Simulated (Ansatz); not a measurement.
# CuTe: the cost of one run

Program: Ansatz 0.2.0. Level of theory: DFT LDA+U (U_eff = 4 eV on Cu d), plane waves, PAW. These are calculated values, not measurements.

## (1) Starting point

The structure is hexagonal, space group P-6m2 (No. 187). The conventional cell has a = 3.862 Å, b = 3.862 Å, c = 3.769 Å, α = 90.00°, β = 90.00°, γ = 120.00°. Around Cu (site symmetry -6m2) lie 6 Te at 2.92 Å. Te (site symmetry -6m2) is surrounded by 6 Cu at 2.92 Å.

Coordinates:

```cif
data_structure
_symmetry_space_group_name_H-M 'P 1'
_symmetry_Int_Tables_number 1
_cell_length_a 3.8617
_cell_length_b 3.8617
_cell_length_c 3.7688
_cell_angle_alpha 90.000
_cell_angle_beta 90.000
_cell_angle_gamma 120.000
_cell_volume 48.67
loop_
_atom_site_label
_atom_site_type_symbol
_atom_site_fract_x
_atom_site_fract_y
_atom_site_fract_z
_atom_site_occupancy
Cu1 Cu 0.00000 0.00000 0.00000 1
Te1 Te 0.66667 0.33333 0.50000 1
```

An earlier series on this cell reached its lowest free state from «ferromagnetic start, free, natural orbitals of the symmetric run filled by rank», perhaps among other starts (it ended without moments).

## (2) No spin polarisation

Contents of input.yaml:

```yaml
crystal:
  lattice:
    - [3.86166329, 0.0, 0.0]
    - [-1.93083165, 3.34429851, 0.0]
    - [0.0, 0.0, 3.76879205]
  atoms:
    - { symbol: Cu, position: [0.0, 0.0, 0.0] }
    - { symbol: Te, position: [0.6666666667, 0.3333333333, 0.5] }
basis:
  ecutwfc: 420
  ecutrho_ratio: 4
kpoints:
  mp_grid: { grid: [6, 6, 5] }
hamiltonian:
  xc: lda
  hubbard: { sites: [{ site: 0, l: d, u_eff: 4.0 }] }
scf:
  occupations: { method: gaussian, width: 0.05 }
  lower_state_search: "off"
  max_iter: 150
output:
  forces: true
  stress: true
  eigenvalues: true
  populations: true
  hubbard: { sites: [{ site: 0, l: d }] }
```

Command:

```
$ ansatz run input.yaml --threads 2 --pin off --max-ram 3072MiB --backend cpu --events-out ev --progress --plain --runs-dir out
```

**Question.** How long does this run take on 2 threads of Arm Neoverse N1, shared host, and how much memory does it need?

About 4.1 s, with a peak of 0.39 GiB.
